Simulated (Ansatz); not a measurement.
**Cl₂H₃OScSi: small, medium and large basis sets**

How large a basis does Cl₂H₃OScSi need? Two functionals are run in growing sets.

Method: one geometry, several basis sets; program: Ansatz 0.2.0, Gaussian basis.

Plan: PBE0-D4/def2-SVP; ωB97M-V/def2-SVP; PBE0-D4/def2-QZVPP; ωB97M-V/def2-QZVPP; the functionals' def2-TZVPP values are taken from earlier runs.

## Step 1: Structure used throughout

All runs share one geometry, relaxed beforehand with PBE0-D4 in a triple-zeta def2 set.

SMILES `[SiH3][O][Sc]([Cl])[Cl]`, 8 atoms, charge 0, spin multiplicity 1.

Atoms are counted from 1 here; the program's logs count them from 0.

Bond lengths: Si1–O2 1.643 Å, Si1–H6 1.486 Å, Si1–H7 1.486 Å, Si1–H8 1.485 Å, O2–Sc3 1.848 Å, Sc3–Cl4 2.292 Å, Sc3–Cl5 2.292 Å. Angles: O2–Si1–H6 109.4°, O2–Si1–H7 109.5°, O2–Si1–H8 109.8°, H6–Si1–H7 109.4°, H6–Si1–H8 109.4°, H7–Si1–H8 109.3°, Si1–O2–Sc3 179.5°, O2–Sc3–Cl4 118.5°, O2–Sc3–Cl5 118.5°, Cl4–Sc3–Cl5 122.9°.

## Step 2: PBE0-D4 in def2-SVP

in.yaml reads:

```yaml
crystal:
  periodic: [false, false, false]
  atoms:
    - {symbol: Si, position_ang: [0.432547, -0.733831, 1.356338]}
    - {symbol: O, position_ang: [-0.002238, 0.022221, -0.036103]}
    - {symbol: Sc, position_ang: [-0.506222, 0.866281, -1.600988]}
    - {symbol: Cl, position_ang: [-2.134712, -0.100683, -2.891256]}
    - {symbol: Cl, position_ang: [0.522222, 2.835939, -2.161406]}
    - {symbol: H, position_ang: [-0.703088, -0.696146, 2.313544]}
    - {symbol: H, position_ang: [0.786271, -2.146787, 1.063880]}
    - {symbol: H, position_ang: [1.605219, -0.046992, 1.955992]}
basis:
  gaussian: {orbitals: def2-SVP}
hamiltonian: {xc: pbe0, dispersion: d4}
output: {orbitals: {seedname: orbitals}}
```

The run is started by

```bash
ansatz run in.yaml --threads 4 --pin off --events-out ev --progress --plain --max-ram 10444MiB
```

Further steps of the session: ωB97M-V in def2-SVP; PBE0-D4 in def2-QZVPP; ωB97M-V in def2-QZVPP.

Before running them: what should the planned runs give, taken together? Wanted: PBE0-D4: double and triple zeta above quadruple; ωB97M-V: double and triple zeta above quadruple.

The runs gave:

| quantity | value |
| --- | --- |
| PBE0-D4: double and triple zeta above quadruple | 18.24, 1.54 eV |
| ωB97M-V: double and triple zeta above quadruple | 18.10, 1.44 eV |

What this shows: For PBE0-D4 the step from double to triple zeta gains 16.70 eV and the next only 1.54 eV. Total energies overstate the basis error of differences, where much of it tends to cancel.
